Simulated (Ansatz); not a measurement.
# HfB2 (AlB2 type): zero-pressure volume and bulk modulus with r²SCAN

An exercise on one series of results from a longer session: the logs are not shown, and one member is left open.

Computed with Ansatz 0.2.0 (DFT r²SCAN, scalar-relativistic, plane waves, PAW, unless a step's input says otherwise).

1 further run of the same task is left out (set aside as unsound or not needed). Runs told in other sessions of the task aren't counted.

## The starting structure

Symmetry: P6/mmm, No. 191, hexagonal system. Conventional cell: a = 3.143 Å, b = 3.143 Å, c = 3.473 Å, α = 90.00°, β = 90.00°, γ = 120.00°. Around Hf (site symmetry 6/mmm) lie 12 B at 2.51 Å. B (site symmetry -6m2) is surrounded by 3 B at 1.81 Å and 6 Hf at 2.51 Å.

Structure file:

```cif
data_structure
_symmetry_space_group_name_H-M 'P 1'
_symmetry_Int_Tables_number 1
_cell_length_a 3.1433
_cell_length_b 3.1433
_cell_length_c 3.4726
_cell_angle_alpha 90.000
_cell_angle_beta 90.000
_cell_angle_gamma 120.000
_cell_volume 29.71
loop_
_atom_site_label
_atom_site_type_symbol
_atom_site_fract_x
_atom_site_fract_y
_atom_site_fract_z
_atom_site_occupancy
Hf1 Hf 0.00000 0.00000 0.00000 1
B1 B 0.33333 0.66667 0.50000 1
B2 B 0.66667 0.33333 0.50000 1
```

At PBE, an earlier run found 1.25 GPa for this cell of 9.905 Å³/atom (8×8×8 mesh), no gap.

Set-up of the first run:

input.yaml reads:

```yaml
crystal:
  lattice:
    - [3.1433302003, 0.0, 0.0]
    - [-1.5716651001, 2.7222038059, 0.0]
    - [0.0, 0.0, 3.472647553]
  atoms:
    - { symbol: Hf, position: [0.0, 0.0, 0.0] }
    - { symbol: B, position: [0.3333333333, 0.6666666667, 0.5] }
    - { symbol: B, position: [0.6666666667, 0.3333333333, 0.5] }
basis:
  ecutwfc: 500
  ecutrho_ratio: 4
kpoints:
  mp_grid: { grid: [8, 8, 8] }
hamiltonian:
  xc: r2scan
scf:
  occupations: { method: gaussian, width: 0.05 }
output:
  forces: true
  stress: true
  eigenvalues: true
relax:
  f_tol: 0.02
  max_steps: 40
  cell: { stress_tol: 0.2, fix: [volume] }
```

The run is started by

```bash
ansatz run input.yaml --threads 4 --pin off --max-ram 8192MiB --backend cpu --events-out ev --progress --plain --runs-dir out
```

Among the steps run: At the given cell; Stepping to 9.858 Å³/atom; Stepping to 9.877 Å³/atom; Volume × 0.98 of the new zero; Volume × 1.02 of the new zero; Volume × 0.96 of the new zero; Volume × 1.04 of the new zero.

One of the session's tables, all rows but one given; the rest of the session is left out.

It belongs to the step «Energy and pressure against volume». 

```
volume (Å³/atom)  energy (meV/atom)  pressure (GPa)
           9.482              13.45           11.28
           9.679                  ?               ?
           9.877               0.00           -0.01
          10.075               3.06           -4.87
          10.272              11.84           -9.29
```

Q: Estimate the row for volume (Å³/atom) = 9.679 from the others.

Worked estimate for «energy (meV/atom)». A straight line through the neighbours (9.482, 13.45) and (9.877, 0.00) gives 13.45 + (0.00 − 13.45) × (9.679 − 9.482) / (9.877 − 9.482) = 6.74; a parabola fitted to 3 rows on both sides gives 3.49.

**Answer.** energy (meV/atom): 3.25; pressure (GPa): 5.36. In «energy (meV/atom)» the line misses by +3.49 and the parabola by +0.24.
